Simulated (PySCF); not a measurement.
**GeSBr₂: the energy surface near the minimum**

How stiff is GeSBr₂ (singlet) against rigid distortions? The scans start from its PBE0 minimum.

Method: PBE0, basis Ge def2-SVP, S def2-SVP, Br def2-SVP, no relativity, density fitting; program: PySCF 2.14.0.

## 1. The system as given

4 atoms, charge 0, spin multiplicity 1.

Bond lengths: Ge1–S2 2.016 Å, Ge1–Br3 2.280 Å, Ge1–Br4 2.280 Å. Angles: S2–Ge1–Br3 126.8°, S2–Ge1–Br4 126.8°, Br3–Ge1–Br4 106.3°.

```xyz
4
charge 0 multiplicity 1
Ge    0.0000    0.0000    0.0000
S    -1.7214    0.0000   -1.0496
Br    0.2170    0.0000    2.2698
Br    2.1172    0.0000   -0.8465
```

## 2. Breathing scan

One driver script runs all scans and calls PySCF for each point, on a (75, 302) grid.

Run with:

```sh
OMP_NUM_THREADS=2 python axn.py task.json out
```

A rigid scan with PBE0: all bonds to the central atom are scaled together. Each point starts from its neighbour's orbitals, and energies count from the minimum.

```
scale of all bonds to the centre  energy (kJ/mol)  dipole size (D)
                            0.88            293.7             2.15
                            0.92            112.8             2.01
                            0.96             24.5             1.85
                            1.00              0.0             1.65
                            1.04             18.7             1.42
                            1.08             65.4             1.17
                            1.14            165.5             0.74
                            1.22            320.3             0.14
                            1.35            562.3             0.84
```

The scan needed 38 s of wall time on 2 threads of Intel Xeon Platinum 8259CL at 2.50GHz (Skylake/Cascade Lake), shared host.

## 3. Stretching one bond

A rigid scan with PBE0: the bond from Ge to the last atom (Br) is scaled and the rest held.

```
scale of one bond  energy (kJ/mol)  dipole size (D)
             0.92             30.3             2.30
             0.96              6.6             1.94
             1.00              0.0             1.65
             1.05              7.7             1.41
             1.12             35.5             1.43
             1.20             78.3             1.86
             1.35            161.5             2.90
             1.55            251.4             4.00
             1.80            325.0             4.88
             2.20            382.8             5.73
```

The scan took 44 s.

A restricted determinant lies too high at long bonds, where the pair should uncouple.

## 4. What came out

```
            quantity        value
all bonds 4 % longer  18.7 kJ/mol
one bond 20 % longer  78.3 kJ/mol
```

What this shows: Shortening all bonds by 4 % costs 24.5 kJ/mol and lengthening them 18.7: the wall is steeper on the short side.
